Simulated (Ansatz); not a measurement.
## LiMg3, space group P-6m2: a single point

Run with Ansatz 0.2.0, Python API.

Script `scf.py`:
```python
# -*- coding: utf-8 -*-
"""Single point of LiMg3."""

from pathlib import Path
import warnings

import ansatz as az
import numpy as np
from pymatgen.core import Lattice, Structure
from pymatgen.io.ase import AseAtomsAdaptor

warnings.simplefilter("ignore", az.DeckWarning)

pmg_structure = Structure(
    Lattice([(3.14617, 0.0, 0.0), (-1.57309, 2.72467, 0.0), (0.0, 0.0, 10.1216)]),
    ["Li", "Mg", "Mg", "Mg"],
    [
        (2 / 3, 1 / 3, 0.5),
        (2 / 3, 1 / 3, 0.0),
        (0.0, 0.0, 0.74257),
        (0.0, 0.0, 0.25743),
    ],
)
crystal = az.Crystal.from_ase(AseAtomsAdaptor.get_atoms(pmg_structure))

# functional, basis and sampling
model = (
    crystal.calculation()
    .functional(az.Functional.LDA)
    .basis(16 * az.Ha)
    .kpoints(8, 8, 2)
    .occupations("Fermi-Dirac", width=0.15)
    .density()
    .electron_localization_function()
    .output_files(volumetric_format="npy")
    .band_table()
)
result = model.run(threads=1, pin="off")
data = result.report

print("%-22s %14.5f eV" % ("F = E - TS", data["free_energy_ev"]))
print("%-22s %14.5f eV" % ("E", data["internal_energy_ev"]))
print("%-22s %14.5f eV" % ("Harris-Foulkes", data["harris_foulkes_ev"]))
print("%-22s %14.5f eV" % ("Fermi level", data["fermi_energy_ev"]))

# ELF is 0.5 in a uniform gas and nears 1 where pairs localise
folder = Path(result.write_results("elf"))
elf = np.load(folder / "elf.npy")
peak = np.unravel_index(elf.argmax(), elf.shape)
print(f"largest ELF {elf.max():.3f} at grid fractions", np.round(np.array(peak) / elf.shape, 3))
for level in (0.2, 0.5, 0.7, 0.8, 0.9):
    print(f"share of the cell with ELF over {level}: {np.mean(elf > level):.3f}")

table = np.array(data["eigenvalues_ev"]) - data["fermi_energy_ev"]
filling = np.array(data["occupations"])
weights = np.tile(data["kweights"], len(table) // len(data["kweights"]))
print("band   lowest  highest (eV from E_F)  electrons")
for band in range(table.shape[1]):
    if table[:, band].max() > -8:
        print(f"{band + 1:4d} {table[:, band].min():8.3f} {table[:, band].max():8.3f} {weights @ filling[:, band]:18.4f}")
print("electrons counted from the table:", round(float(weights @ filling.sum(axis=1)), 5))
```

`python scf.py` gives:
```text
F = E - TS                -5906.60458 eV
E                         -5906.48033 eV
Harris-Foulkes            -5906.60458 eV
Fermi level                   4.50986 eV
largest ELF 0.998 at grid fractions [0.667 0.333 0.5  ]
share of the cell with ELF over 0.2: 0.766
share of the cell with ELF over 0.5: 0.366
share of the cell with ELF over 0.7: 0.005
share of the cell with ELF over 0.8: 0.005
share of the cell with ELF over 0.9: 0.003
band   lowest  highest (eV from E_F)  electrons
  14   -6.579   -0.747             1.9991
  15   -5.627   -0.712             1.9985
  16   -4.154    0.059             1.8476
  17   -2.382    1.542             1.1105
  18   -0.075    3.126             0.0442
  19    1.024    6.112             0.0001
  20    1.595    9.586             0.0000
  21    2.564   11.146             0.0000
electrons counted from the table: 33.0
```

Caveats:
- Total energies depend on the potentials; only differences at equal settings carry meaning. A total without «per atom» is that of the cell as typed.
- The computed bands are complete only to about 2.6 eV above the Fermi level.
- For a metal this k-point mesh is coarse: on a finer one energies can move by several to tens of meV an atom and pressures by half a GPa or more, differences at one mesh by less.
- Only differences from the Fermi energy are physical; the zero of the scale is a convention.
- A Fermi-Dirac width this large means warm electrons, whose thermal share enters the free energy.
- Grid values close to the nuclei reflect the PAW or pseudopotential construction, not the all-electron fields.
- This cell is a computed structure, which may not be the phase found in nature.
- Levels are Kohn-Sham eigenvalues on this mesh.
- The whole script took 4.2 s on 1 thread of Arm Neoverse V1, with other jobs on the host, peak memory 0.45 GiB.
